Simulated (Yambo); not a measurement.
# Ge (Fd-3m) in Yambo: a series of runs, part 2 of 2

Yambo 5.3.0.

## (4) Optical spectrum, PBEsol

The input, optics2.in:

```
optics
chi
tddft
Chimod= "ALDA"
% BndsRnXd
 1 | 29 |
%
NGsBlkXd= 3 Ry
% LongDrXd
 1 | 0 | 0 |
%
% QpntsRXd
 1 | 1 |
%
% EnRngeXd
 0 | 15 | eV
%
% DmRngeXd
 0.2 | 0.2 | eV
%
ETStpsXd= 200
FxcGRLc= 3 Ry
VXCRLvcs= 3 Ry
```

The input, scf.in:

```
&CONTROL
  calculation = 'scf'
  prefix = 'pwscf'
  outdir = './tmp'
  pseudo_dir = './pseudo'
/
&SYSTEM
  ibrav = 0
  nat = 2
  ntyp = 1
  ecutwfc = 78
  nbnd = 21
  occupations = 'smearing'
  smearing = 'fd'
  degauss = 0.00367493
  force_symmorphic = .true.
/
&ELECTRONS
  conv_thr = 4d-10
  electron_maxstep = 120
  mixing_beta = 0.5
/
ATOMIC_SPECIES
Ge    72.6300 Ge.upf
CELL_PARAMETERS angstrom
   0.0000000000    2.8289100000    2.8289100000
   2.8289100000    0.0000000000    2.8289100000
   2.8289100000    2.8289100000    0.0000000000
ATOMIC_POSITIONS crystal
Ge     0.7500000000    0.7500000000    0.7500000000
Ge     0.5000000000    0.5000000000    0.5000000000
K_POINTS automatic
12 12 12 0 0 0
```

The input, nscf.in:

```
&CONTROL
  calculation = 'nscf'
  prefix = 'pwscf'
  outdir = './tmp'
  pseudo_dir = './pseudo'
/
&SYSTEM
  ibrav = 0
  nat = 2
  ntyp = 1
  ecutwfc = 78
  nbnd = 34
  occupations = 'smearing'
  smearing = 'fd'
  degauss = 0.00367493
  force_symmorphic = .true.
/
&ELECTRONS
  conv_thr = 1d-08
  diago_full_acc = .true.
  diago_thr_init = 1d-06
/
ATOMIC_SPECIES
Ge    72.6300 Ge.upf
CELL_PARAMETERS angstrom
   0.0000000000    2.8289100000    2.8289100000
   2.8289100000    0.0000000000    2.8289100000
   2.8289100000    2.8289100000    0.0000000000
ATOMIC_POSITIONS crystal
Ge     0.7500000000    0.7500000000    0.7500000000
Ge     0.5000000000    0.5000000000    0.5000000000
K_POINTS automatic
12 12 12 0 0 0
```

Potentials or basis: PseudoDojo 0.4.1 SR PBEsol standard.

Launch:

```
OMP_NUM_THREADS=1 pw.x -in scf.in > scf.out
OMP_NUM_THREADS=1 pw.x -in nscf.in > nscf.out
cd tmp/pwscf.save; p2y; mv SAVE ../..; cd ../..
OMP_NUM_THREADS=1 yambo
OMP_NUM_THREADS=1 yambo -F optics2.in -J optics2 -C optics2_out
```

Yambo's report:

```text
[... sections 02.01 to 02.04 as in the set-up run ...]

  [02.05] Energies & Occupations
  ==============================

  [X] === General ===
  [X] Electronic Temperature                        :  0.258606E-1   300.100    [eV K]
  [X] Bosonic    Temperature                        :  0.258606E-1   300.100    [eV K]
  [X] Finite Temperature mode                       : yes
  [X] El. density                                   :  0.61840E+24 [cm-3]
  [X] Fermi Level                                   :  9.434651 [eV]

  [X] === Gaps and Widths ===
  [X] Conduction Band Min                           :  9.434651 [eV]
  [X] Valence Band Max                              :  9.434651 [eV]
  [X] Filled Bands                                  :  11
  [X] Metallic Bands                                :  12  15
  [X] Empty Bands                                   :   16   34

  [X] === Metallic Characters ===
  [X] N of el / N of met el                         :  28.00000   5.99811
  [X] Average metallic occ.                         :  0.374882

  [WARNING] [X] Metallic system

 [03] Transferred momenta grid and indexing
 ==========================================

 IBZ Q-points                                      :   72
 BZ  Q-points                                      :  1728

 K/Q-points units:
 rlu = crystal or reduced units; cc = cartesian coordinates; iku = interal k-units

 Q [ 1]         [rlu]:  0.000000  0.000000  0.000000
 Q [ 2]         [rlu]: -0.11216E-17 -0.11216E-17  0.83333E-01
 Q [ 3]         [rlu]: -0.43135E-17 -0.43135E-17  0.16667
 Q [ 4]         [rlu]: -0.12946E-17 -0.12946E-17  0.25000
 Q [ 5]         [rlu]: -0.86270E-17 -0.86270E-17  0.33333
 Q [ 6]         [rlu]:  0.60271E-18  0.60271E-18  0.41667
 Q [ 7]         [rlu]:  0.25892E-17  0.25892E-17 -0.50000
 Q [ 8]         [rlu]: -0.14706E-16  0.83333E-01  0.83333E-01
 Q [ 9]         [rlu]: -0.20903E-16  0.83333E-01  0.16667
 Q [10]         [rlu]: -0.22432E-17  0.83333E-01  0.25000
 Q [11]         [rlu]: -0.24910E-16  0.83333E-01  0.33333
 Q [12]         [rlu]: -0.34594E-18  0.83333E-01  0.41667
 Q [13]         [rlu]:  0.64272E-17  0.83333E-01  0.50000
 Q [14]         [rlu]:  0.10870E-16  0.83333E-01 -0.41667
 Q [15]         [rlu]: -0.13024E-16  0.83333E-01 -0.33333
[... 33 lines left out ...]
 Q [49]         [rlu]:  0.083333  0.250000  0.333333
 Q [50]         [rlu]:  0.083333  0.250000  0.416667

 Remaining 22 points informations can be written running with -fatlog

 [WARNING] [Xd] User bands 1-29 break level degeneracy

 [04] Dipoles
 ============

  [04.01] Setup: observables and procedures
  =========================================

  [WF-Oscillators/G space/Transverse up loader] Normalization (few states)  min/max  :  0.12050E-16   1.0000

  [WR./optics2//ndb.dipoles]------------------------------------------------------
   Brillouin Zone Q/K grids (IBZ/BZ)                :    72  1728    72  1728
   RL vectors                                       :   4573 [WF]
   Fragmentation                                    : yes
   Electronic Temperature                           :  300.1000 [K]
   Bosonic    Temperature                           :  300.1000 [K]
   DIP band range                                   :   1  29
   DIP band range limits                            :  15  12
   DIP e/h energy range                             : -1.000000 -1.000000 [eV]
   RL vectors in the sum                            :   4573
   [r,Vnl] included                                 : yes
   Bands ordered                                    : yes
   Direct v evaluation                              : no
   Approach used                                    : G-space v
   Dipoles computed                                 : R V P [G-space]
   Wavefunctions                                    : Perdew, Burke & Ernzerhof SOL(X)+Perdew, Burke & Ernzerhof SOL(C)

  [WARNING] [r,Vnl^pseudo] included in position and velocity dipoles.

  [WARNING] In case H contains other non local terms, these are neglected

 [05] Optics
 ===========

 [xc] Functional : Perdew, Burke & Ernzerhof SOL(X)+Perdew, Burke & Ernzerhof SOL(C)
 [xc] LIBXC used to calculate xc functional
  PP Number of Atomic Species                      :  1
  NLCC RL compoments                               :  28475
 [X-CG] R(p) Tot o/o(of R):    12189   365976      100

 [WARNING] The system is a metal but Drude term not included.
```

Run time: 4.4 min. Hardware: 1 thread of Intel Xeon Platinum 8259CL at 2.50GHz (Skylake/Cascade Lake), shared host; peak memory 0.73 GiB.

What came out:

* Band gap on the k mesh, mean-field level: none (metal or under the smearing width)

Dielectric function (along the field direction of the input):
| energy (eV) | real part | imaginary part |
| --- | --- | --- |
| 0.30 | 8.45 | 35.26 |
| 1.06 | 24.40 | 11.37 |
| 1.81 | 11.33 | 16.15 |
| 2.56 | 12.61 | 15.76 |
| 3.39 | 7.22 | 24.01 |
| 4.15 | -3.21 | 16.11 |
| 4.90 | -8.31 | 10.62 |
| 5.65 | -5.77 | 5.59 |
| 6.48 | -5.96 | 4.86 |
| 7.24 | -3.64 | 2.33 |
| 7.99 | -2.56 | 1.92 |
| 8.74 | -2.34 | 1.69 |
| 9.57 | -1.75 | 1.09 |
| 10.33 | -1.49 | 1.13 |
| 11.08 | -1.12 | 0.71 |
| 11.83 | -0.83 | 0.59 |
| 12.66 | -0.63 | 0.47 |
| 13.42 | -0.46 | 0.36 |
| 14.17 | -0.26 | 0.30 |
| 15.00 | -0.11 | 0.28 |

Caveat: the LDA kernel is used on GGA states, which is inconsistent by a few percent; the intraband (Drude) term of the metal is left out; the ground state has no gap, which makes the many-body step unreliable; these spectra lack excitons; this crystal is a semiconductor, whose small gap the functional closes, so the metal is an error of the method.

## (5) The runs side by side

| broadening | kernel | top of the energy range | cutoff of the response matrix | gap on the mesh (eV) |
| --- | --- | --- | --- | --- |
| 0.1 eV | none (independent particles) | 15 eV | - | none |
| 0.1 eV | Hartree (RPA with local fields) | 20 eV | 2 Ry | none |
| 0.2 eV | adiabatic LDA | 15 eV | 3 Ry | none |

Alike in all rows: task optical spectrum; level PBEsol; potentials or basis PseudoDojo 0.4.1 SR PBEsol standard; no spin polarisation; cell as given; k mesh 12 × 12 × 12; cutoff (eV) 1061; smearing fermi-dirac 0.05 eV.

Every run on the cell as given and a fine mesh finds a metal.

Caveats: the intraband (Drude) term of the metal is left out; the ground state has no gap, which makes the many-body step unreliable; this crystal is a semiconductor, whose small gap the functional closes, so the metal is an error of the method; these spectra lack excitons (some runs); independent-particle spectra lack excitons (some runs); the LDA kernel is used on GGA states, which is inconsistent by a few percent (some runs).

Absolute energies hang on the potentials; compare differences alone.

## (6) How close it comes

Step 2. A measured gap of Ge is 0.744 eV (indirect; 0 K; “Temperature-dependent photoluminescence in Ge: experiment and theory”, 2020, arxiv:2003.00143); the calculated 0.00 eV misses it by -0.74 eV. 3 values of this kind are on record (0.666 to 0.807 eV); this one was drawn at random among those near their median. Spin-orbit coupling on Ge is left out. The value is that of PBEsol on a finite k mesh, which can miss the band edges, without temperature or zero-point motion. Semilocal functionals fall short of measured gaps as a rule.

Step 3. Against the measured gap of Ge, 0.807 eV (direct; 300 K; “Electronic and optical properties of SixGe1-x-ySny alloys lattice-matched to Ge”, 2021, arxiv:2109.02782), the calculated 0.00 eV is off by -0.81 eV. 3 values of this kind are on record (0.666 to 0.807 eV); this one was drawn at random among those near their median. Spin-orbit coupling on Ge is left out. The value is that of PBEsol on a finite k mesh, which can miss the band edges, without temperature or zero-point motion. Semilocal functionals fall short of measured gaps as a rule.

Step 4. Against the measured gap of Ge, 0.666 eV (indirect; 293 K; “Electronic and optical properties of SixGe1-x-ySny alloys lattice-matched to Ge”, 2021, arxiv:2109.02782), the calculated 0.00 eV is off by -0.67 eV. 3 values of this kind are on record (0.666 to 0.807 eV); this one was drawn at random among those near their median. Spin-orbit coupling on Ge is left out. The value is that of PBEsol on a finite k mesh, which can miss the band edges, without temperature or zero-point motion. Semilocal functionals fall short of measured gaps as a rule.
